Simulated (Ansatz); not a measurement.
# ClCo: the cost of one run

Program: Ansatz 0.2.0, Gaussian basis. Level of theory: def2-TZVPP, all electrons in the functionals, frozen cores in the correlation of double hybrids and RPA. These are calculated values, not measurements.

Plan: PBE, r2SCAN, PBE0, B3LYP, CAM-B3LYP, wB97M-V, B2PLYP, RKS PBE0, RPA-PBE.

### 1 The geometry

The geometry is a PBE0/def2-TZVP stationary point (not a proven minimum). Outer-core shells of the metal stay frozen.

2 atoms, charge 0, spin multiplicity 1.

Atoms are counted from 1 here; the program's logs count them from 0.

Bond lengths: Co1–Cl2 2.112 Å.

No dispersion term is added; wB97M-V holds VV10 nonlocal correlation. B3LYP takes the VWN-RPA correlation.

### 2 PBE (unrestricted)

Input file in.yaml:

```yaml
crystal:
  periodic: [false, false, false]
  atoms:
    - {symbol: Co, position_ang: [0.000000, 0.000000, 0.000000]}
    - {symbol: Cl, position_ang: [0.000000, 0.000000, 2.112200]}
basis:
  gaussian: {orbitals: def2-TZVPP}
magnetization: {spin_polarized: true, initial_magnetization: 0}
hamiltonian: {xc: {name: PBE}}
output: {orbitals: {seedname: orbitals}}
```

Started as:

```sh
$ ansatz run in.yaml --threads 1 --pin off --events-out ev --progress --plain --max-ram 4096MiB --backend cpu
```

What time and memory should one allow on 1 thread of AMD EPYC 7R13, shared host?

About 61 s, with a peak of 0.25 GiB.
